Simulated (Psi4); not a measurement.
**triplet SiPH5O2 at 3 levels**

Aim: a comparison of 3 runs (UB3LYP/6-31G*, UBLYP/6-31G*, UPBE/6-31G*) of triplet SiPH5O2. 

The results are computed with Psi4 1.11.

1 further run of the same task is left out (set aside as unsound or not needed).

## (1) The structure to begin with

SiPH5O2: 9 atoms, total charge 0, spin state triplet. SMILES of the parent species: `O[SiH2]OP`. The shape is that of a PBE0-D4/def2-TZVP optimisation. This is one conformer, not always the lowest. That shape belongs to the parent species and isn't relaxed for this state.

Bond lengths: O1–Si2 1.637 Å, Si2–O3 1.648 Å, O3–P4 1.646 Å, O1–H5 0.958 Å, Si2–H6 1.486 Å, Si2–H7 1.473 Å, P4–H8 1.424 Å, P4–H9 1.424 Å. Some angles: O1–Si2–O3 112.6°, Si2–O3–P4 125.8°, O1–Si2–H6 109.8°, O1–Si2–H7 106.9°, O3–Si2–H6 108.4°, O3–Si2–H7 105.8°, Si2–O1–H5 118.2°, O3–P4–H8 98.7°, O3–P4–H9 98.7°, H6–Si2–H7 113.3°.

## (2) The energy at UB3LYP/6-31G(d) (spherical functions) (run 1)

job.json

```json
{
 "schema_name": "qcschema_input",
 "schema_version": 1,
 "molecule": {
  "schema_name": "qcschema_molecule",
  "schema_version": 2,
  "symbols": ["O", "Si", "O", "P", "H", "H", "H", "H", "H"],
  "geometry": [-0.58184667, 2.1624136, -3.10463105, 1.54522905, 1.06202608, -1.14592992, 0.57145318, -1.4703959, 0.38134673, -1.78049995, -1.57773234, 2.4143141, -1.88726948, 3.22557352, -2.43888054, 2.2121134, 3.03357735, 0.73944983, 3.71236697, 0.23338118, -2.6854898, -0.57806722, -3.00636529, 4.35128337, -3.04623851, -3.74978355, 1.45622295],
  "molecular_charge": 0,
  "molecular_multiplicity": 3,
  "fix_symmetry": "c1",
  "fix_com": true,
  "fix_orientation": true
 },
 "driver": "energy",
 "model": {
  "method": "b3lyp",
  "basis": "6-31G*"
 },
 "keywords": {
  "reference": "uks",
  "puream": true,
  "e_convergence": 1e-09,
  "d_convergence": 1e-08,
  "scf_type": "pk",
  "dft_radial_points": 99,
  "dft_spherical_points": 590,
  "maxiter": 100,
  "scf_properties": ["DIPOLE", "MULLIKEN_CHARGES", "MAYER_INDICES"]
 }
}
```

Launch:

```
$ psi4 --qcschema job.json -n 1 --memory 2200MB
```

stdout:

```text
[...]
  Running in c1 symmetry.
[...]
  Nuclear repulsion =  233.152845786720434
[...]
  Multiplicity = 3
[...]
  Nalpha       = 26
  Nbeta        = 24
[...]
    Number of basis functions: 74
[...]
   @UKS iter   1:  -783.84726858925990    2.32033e-02   1.22539e-02 ADIIS/DIIS
[...]
   @UKS iter  16:  -784.18643352847721   -5.34328e-12   5.98525e-09 DIIS
[...]
   @S^2 Observed:                2.003002206E+00
[...]
  @UKS Final Energy:  -784.18643352847721
   => Energetics <=
    Nuclear Repulsion Energy =            233.1528457867204338
    One-Electron Energy =               -1547.1332255730903853
    Two-Electron Energy =                 580.9039220463217816
    DFT Exchange-Correlation Energy =     -51.1099757884290682
    Empirical Dispersion Energy =           0.0000000000000000
    VV10 Nonlocal Energy =                  0.0000000000000000
    Total Energy =                       -784.1864335284772096
[...]
 Multipole Moments:
 ------------------------------------------------------------------------------------
     Multipole            Electronic (a.u.)      Nuclear  (a.u.)        Total (a.u.)
 ------------------------------------------------------------------------------------
 L = 1.  Multiply by 2.5417464519 to convert [e a0] to [Debye]
 Dipole X            :          4.4769290           -4.7445353           -0.2676063
 Dipole Y            :          3.8718298           -3.5250952            0.3467346
 Dipole Z            :          0.5683929           -0.1919961            0.3763968
 Magnitude           :                                                    0.5775055
[...]
  Mulliken Charges: (a.u.)
   Center  Symbol    Alpha    Beta     Spin     Total
       1     O     4.35449  4.34538  0.00911 -0.69987
       2    SI     6.61828  6.58716  0.03112  0.79456
       3     O     4.36843  4.12266  0.24577 -0.49109
       4     P     8.25787  6.65202  1.60585  0.09011
       5     H     0.29277  0.28716  0.00561  0.42007
       6     H     0.55709  0.55430  0.00279 -0.11138
       7     H     0.54151  0.53988  0.00163 -0.08139
       8     H     0.50238  0.45829  0.04409  0.03933
       9     H     0.50718  0.45315  0.05403  0.03966
   Total alpha = 26.00000, Total beta = 24.00000, Total charge =  0.00000
[...]
```

The result, in JSON:

```text
{
 "driver": "energy",
 "model": {
  "method": "b3lyp",
  "basis": "6-31G*"
 },
 "success": true,
 "return_result": -784.1864335284772,
 "properties": {
  "calcinfo_nbasis": 74,
  "calcinfo_nmo": 74,
  "calcinfo_nalpha": 26,
  "calcinfo_nbeta": 24,
  "calcinfo_natom": 9,
  "nuclear_repulsion_energy": 233.15284578672043,
  "return_energy": -784.1864335284772,
  "scf_one_electron_energy": -1547.1332255730904,
  "scf_two_electron_energy": 580.9039220463218,
  "scf_xc_energy": -51.10997578842907,
  "scf_dipole_moment": [-0.2676063103829893, 0.3467345965504407, 0.3763967773177552],
  "scf_total_energy": -784.1864335284772,
  "scf_iterations": 16
 }
}
```

Run time: 40 s. Hardware: 1 thread of Intel Xeon Platinum 8259CL at 2.50GHz (Skylake/Cascade Lake), shared host; peak memory 1.2 GiB.

## (3) A single-point energy at UBLYP/6-31G(d) (spherical functions) (run 2)

h5o2psi.dat

```
memory 2200 MB

molecule system {
  0 3
  O     -0.307900     1.144300    -1.642900
  Si     0.817700     0.562000    -0.606400
  O      0.302400    -0.778100     0.201800
  P     -0.942200    -0.834900     1.277600
  H     -0.998700     1.706900    -1.290600
  H      1.170600     1.605300     0.391300
  H      1.964500     0.123500    -1.421100
  H     -0.305900    -1.590900     2.302600
  H     -1.612000    -1.984300     0.770600
  symmetry c1
  no_reorient
  no_com
}

set {
  basis 6-31G*
  reference uks
  puream true
  e_convergence 1e-09
  d_convergence 1e-08
  scf_type pk
  dft_radial_points 99
  dft_spherical_points 590
  maxiter 100
}

e_tot, wfn = energy('blyp', return_wfn=True)
oeprop(wfn, 'MULLIKEN_CHARGES', 'DIPOLE', 'QUADRUPOLE')
print_variables()
```

Launch:

```
$ psi4 -n 1 h5o2psi.dat h5o2psi.out
```

h5o2psi.out:

```text
[...]
  Running in c1 symmetry.
[...]
  Nuclear repulsion =  233.152845558399036
[...]
  Multiplicity = 3
[...]
  Nalpha       = 26
  Nbeta        = 24
[...]
    Number of basis functions: 74
[...]
   @UKS iter   1:  -783.65884749534496    2.23447e-01   1.40055e-02 DIIS/ADIIS
[...]
   @UKS iter  16:  -784.10453262430030   -2.16005e-12   5.96205e-09 DIIS
[...]
   @S^2 Observed:                2.001995913E+00
[...]
  @UKS Final Energy:  -784.10453262430030
   => Energetics <=
    Nuclear Repulsion Energy =            233.1528455583990365
    One-Electron Energy =               -1547.0436306075075663
    Two-Electron Energy =                 593.0586220650579889
    DFT Exchange-Correlation Energy =     -63.2723696402498490
    Empirical Dispersion Energy =           0.0000000000000000
    VV10 Nonlocal Energy =                  0.0000000000000000
    Total Energy =                       -784.1045326243003046
[...]
 Multipole Moments:
 ------------------------------------------------------------------------------------
     Multipole            Electronic (a.u.)      Nuclear  (a.u.)        Total (a.u.)
 ------------------------------------------------------------------------------------
 L = 1.  Multiply by 2.5417464519 to convert [e a0] to [Debye]
 Dipole X            :          4.4928629           -4.7445354           -0.2516725
 Dipole Y            :          3.8210082           -3.5250951            0.2959131
 Dipole Z            :          0.5374738           -0.1919962            0.3454776
 Magnitude           :                                                    0.5198638
 L = 2.  Multiply by 1.3450342976 to convert [e a0^2] to [Debye ang]
 Quadrupole XX       :       -147.1417203          118.1524264          -28.9892939
 Quadrupole XY       :        -64.3220760           62.9747742           -1.3473018
[...]
  Mulliken Charges: (a.u.)
   Center  Symbol    Alpha    Beta     Spin     Total
       1     O     4.32592  4.31352  0.01240 -0.63944
       2    SI     6.69012  6.63527  0.05485  0.67461
       3     O     4.33933  4.07728  0.26205 -0.41662
       4     P     8.24600  6.69710  1.54890  0.05690
       5     H     0.30549  0.29646  0.00902  0.39805
       6     H     0.55010  0.54284  0.00727 -0.09294
       7     H     0.53351  0.52978  0.00373 -0.06330
       8     H     0.50162  0.45718  0.04444  0.04120
       9     H     0.50791  0.45056  0.05735  0.04153
   Total alpha = 26.00000, Total beta = 24.00000, Total charge =  0.00000
[...]
```

Wall time 36 s (1 thread of Intel Xeon Platinum 8259CL at 2.50GHz (Skylake/Cascade Lake), shared host); peak memory 1.2 GiB.

## (4) The energy at UPBE/6-31G(d) (spherical functions) (run 3)

job.in

```
memory 2200 MB

molecule {
  0 3
  O     -0.307900     1.144300    -1.642900
  Si     0.817700     0.562000    -0.606400
  O      0.302400    -0.778100     0.201800
  P     -0.942200    -0.834900     1.277600
  H     -0.998700     1.706900    -1.290600
  H      1.170600     1.605300     0.391300
  H      1.964500     0.123500    -1.421100
  H     -0.305900    -1.590900     2.302600
  H     -1.612000    -1.984300     0.770600
  symmetry c1
}

set globals {
  basis                6-31G*
  reference            uks
  puream               true
  e_convergence        1e-09
  d_convergence        1e-08
  scf_type             pk
  dft_radial_points    99
  dft_spherical_points 590
  maxiter              100
}

energy("pbe")
```

Launch:

```
$ psi4 -n 1 job.in job.out
```

job.out:

```text
[...]
  Running in c1 symmetry.
[...]
  Nuclear repulsion =  233.152845558399036
[...]
  Multiplicity = 3
[...]
  Nalpha       = 26
  Nbeta        = 24
[...]
    Number of basis functions: 74
[...]
   @UKS iter   1:  -783.27487030102395    1.90541e-01   1.31787e-02 DIIS/ADIIS
[...]
   @UKS iter  15:  -783.67323328447537   -1.25056e-12   6.09224e-09 DIIS
[...]
   @S^2 Observed:                2.002525053E+00
[...]
    Orbital Energies [Eh]
    ---------------------
    Alpha Occupied:
       1A    -76.376059     2A    -65.444418     3A    -18.795688
       4A    -18.768075     5A     -6.369712     6A     -5.085084
       7A     -4.590402     8A     -4.585456     9A     -4.585320
      10A     -3.498028    11A     -3.496042    12A     -3.494205
      13A     -0.949892    14A     -0.917461    15A     -0.614175
      16A     -0.511721    17A     -0.447871    18A     -0.418213
      19A     -0.399557    20A     -0.372886    21A     -0.326748
      22A     -0.306265    23A     -0.279482    24A     -0.272868
      25A     -0.265578    26A     -0.066886
    Alpha Virtual:
[...]
  @UKS Final Energy:  -783.67323328447537
   => Energetics <=
    Nuclear Repulsion Energy =            233.1528455583990365
    One-Electron Energy =               -1547.1018002146822710
    Two-Electron Energy =                 593.0948500918827904
    DFT Exchange-Correlation Energy =     -62.8191287200749642
    Empirical Dispersion Energy =           0.0000000000000000
    VV10 Nonlocal Energy =                  0.0000000000000000
    Total Energy =                       -783.6732332844753728
[...]
 Multipole Moments:
 ------------------------------------------------------------------------------------
     Multipole            Electronic (a.u.)      Nuclear  (a.u.)        Total (a.u.)
 ------------------------------------------------------------------------------------
 L = 1.  Multiply by 2.5417464519 to convert [e a0] to [Debye]
 Dipole X            :         -1.5998496            1.3339041           -0.2659455
 Dipole Y            :         -0.5414712            0.8263463            0.2848751
 Dipole Z            :          0.8515331           -0.5023799            0.3491532
 Magnitude           :                                                    0.5232483
[...]
```

Wall time 39 s (1 thread of Intel Xeon Platinum 8259CL at 2.50GHz (Skylake/Cascade Lake), shared host); peak memory 1.2 GiB.

## (5) Overview of the runs

| run | level | energy (Eh) | dipole moment (D) | HOMO energy (eV) | ⟨S²⟩ | wall time |
| --- | --- | --- | --- | --- | --- | --- |
| 1 | UB3LYP/6-31G* (spherical functions) | -784.186434 | 1.47 | -2.49 | 2.003 | 40 s |
| 2 | UBLYP/6-31G* (spherical functions) | -784.104533 | 1.32 | -1.53 | 2.002 | 36 s |
| 3 | UPBE/6-31G* (spherical functions) | -783.673233 | 1.33 | -1.82 | 2.003 | 39 s |

## (6) What came out

```
                                 quantity          value
                      run 3: total energy  -783.67323 Eh
                     run 3: dipole moment         1.33 D
run 3: HOMO energy (highest over α and β)       -1.82 eV
                              run 3: ⟨S²⟩          2.003
```

What this shows: The dipole moment (its size) runs from 1.32 D (UBLYP/6-31G*) to 1.47 D (UB3LYP/6-31G*). Totals of different functionals can't be ranked against each other. All runs together took 1.9 min, the longest 40 s.
